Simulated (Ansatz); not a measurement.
**C₄H₁₁B: how energies converge with the basis set**

The task here is to estimate one member of a computed series from the others.

Program: Ansatz 0.2.0, Gaussian basis. Level of theory: one geometry, several basis sets. These are calculated values, not measurements.

The runs, in order: PBE0-D4/def2-SVP; ωB97M-V/def2-SVP; PBE0-D4/def2-QZVPP; ωB97M-V/def2-QZVPP; the functionals' def2-TZVPP values are taken from earlier runs.

**The relaxed structure**

All runs share one geometry, relaxed beforehand with PBE0-D4 in a triple-zeta def2 set.

SMILES `BCC(C)C`, 16 atoms, charge 0, spin multiplicity 1.

Atoms are counted from 1 here; the program's logs count them from 0.

Bond lengths: B1–C2 1.548 Å, B1–H6 1.199 Å, B1–H7 1.200 Å, C2–C3 1.526 Å, C2–H8 1.109 Å, C2–H9 1.099 Å, C3–C4 1.521 Å, C3–C5 1.522 Å, C3–H10 1.098 Å, C4–H11 1.093 Å, C4–H12 1.095 Å, C4–H13 1.093 Å, C5–H14 1.095 Å, C5–H15 1.093 Å, C5–H16 1.094 Å. Angles: C2–B1–H6 120.3°, C2–B1–H7 121.4°, H6–B1–H7 118.2°, B1–C2–C3 118.5°, B1–C2–H8 101.5°, B1–C2–H9 111.6°, C3–C2–H8 109.9°, C3–C2–H9 110.8°, H8–C2–H9 102.9°, C2–C3–C4 111.8°, C2–C3–C5 110.4°, C2–C3–H10 107.6°, C4–C3–C5 110.9°, C4–C3–H10 108.2°, C5–C3–H10 107.8°, C3–C4–H11 111.5°, C3–C4–H12 110.6°, C3–C4–H13 111.4° and more.

The first run:

in.yaml

```yaml
crystal:
  periodic: [false, false, false]
  atoms:
    - {symbol: B, position_ang: [-0.366311, 1.900103, 1.160509]}
    - {symbol: C, position_ang: [0.202388, 0.471603, 0.979902]}
    - {symbol: C, position_ang: [0.260715, -0.116740, -0.427075]}
    - {symbol: C, position_ang: [1.082482, -1.396379, -0.469761]}
    - {symbol: C, position_ang: [-1.144903, -0.356793, -0.959088]}
    - {symbol: H, position_ang: [-0.629181, 2.312168, 2.254981]}
    - {symbol: H, position_ang: [-0.491829, 2.645378, 0.227880]}
    - {symbol: H, position_ang: [1.228714, 0.590284, 1.382761]}
    - {symbol: H, position_ang: [-0.256492, -0.238623, 1.681863]}
    - {symbol: H, position_ang: [0.744236, 0.623593, -1.077293]}
    - {symbol: H, position_ang: [1.134341, -1.805208, -1.482412]}
    - {symbol: H, position_ang: [0.637873, -2.161868, 0.174644]}
    - {symbol: H, position_ang: [2.105226, -1.225363, -0.123259]}
    - {symbol: H, position_ang: [-1.675729, -1.081004, -0.332107]}
    - {symbol: H, position_ang: [-1.125312, -0.751442, -1.978079]}
    - {symbol: H, position_ang: [-1.729215, 0.567691, -0.969166]}
basis:
  gaussian: {orbitals: def2-SVP}
hamiltonian: {xc: pbe0, dispersion: d4}
output: {orbitals: {seedname: orbitals}}
```

Started as:

```sh
$ ansatz run in.yaml --threads 4 --pin off --events-out ev --progress --plain --max-ram 10444MiB
```

Among the steps run: PBE0-D4 in def2-SVP; ωB97M-V in def2-SVP; PBE0-D4 in def2-QZVPP; ωB97M-V in def2-QZVPP.

One of the session's tables, all rows but one given; the rest of the session is left out.

It belongs to the step «Functionals by basis». 

| functional | basis | HOMO (eV) |
| --- | --- | --- |
| PBE0-D4 | def2-SVP | ? |
| PBE0-D4 | def2-TZVPP | -8.66 |
| PBE0-D4 | def2-QZVPP | -8.66 |
| ωB97M-V | def2-SVP | -10.94 |
| ωB97M-V | def2-TZVPP | -10.96 |
| ωB97M-V | def2-QZVPP | -10.96 |

Estimate the missing values for PBE0-D4, def2-SVP.

**Answer.** HOMO (eV): -8.65. In the column «HOMO (eV)» it is the highest.
